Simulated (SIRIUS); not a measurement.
Crystal: MgB.

```
Mg B
1.0
     2.89515    0.00000    0.00000
     0.00000    2.89515    0.00000
     0.00000    0.00000    2.89515
Mg B
1 1
Direct
  0.00000 0.00000 0.00000
  0.50000 0.50000 0.50000
```

The cell was built by a generator and needn't be a form met in nature.

| Item | Value |
| --- | --- |
| Program | SIRIUS 7.10.0 |
| Task | single point |
| Functional | PBE |
| Potentials or basis | PseudoDojo 0.4.1 PBE standard (scalar relativistic) |
| Cutoff | 1152 eV |
| Density cutoff | 4606 eV |
| k mesh | 9 × 9 × 9 |
| Occupations | fermi-dirac, width 0.05 eV |
| Spin | no spin polarisation |

On this cell: pressure 0.3 GPa; largest force zero by symmetry; band gap on the k mesh none (metal or under the smearing width).

The same run follows on a disturbed copy (atoms moved at random, drawn with an rms of 0.05 Å):

```xyz
2
Lattice="2.8952 0.0000 0.0000 0.0000 2.8952 0.0000 0.0000 0.0000 2.8952" Properties=species:S:1:pos:R:3 pbc="T T T"
Mg   -0.0151    0.0124   -0.0113
B     1.4671    1.4059    1.4554
```

**Question.** What changes?

**Answer.** The energy (extrapolated to zero smearing) moves by +4.7 meV/atom; pressure 0.5 GPa; largest force 0.287 eV/Å; band gap on the k mesh none (metal or under the smearing width).

Forces in eV/Å, atoms in the order of the input:
```
Mg   0.150 -0.229  0.085
B   -0.144  0.224 -0.080
```

Stress tensor (GPa, compression positive):
```
 0.50 -0.19  0.07
-0.19  0.42 -0.11
 0.07 -0.11  0.55
```
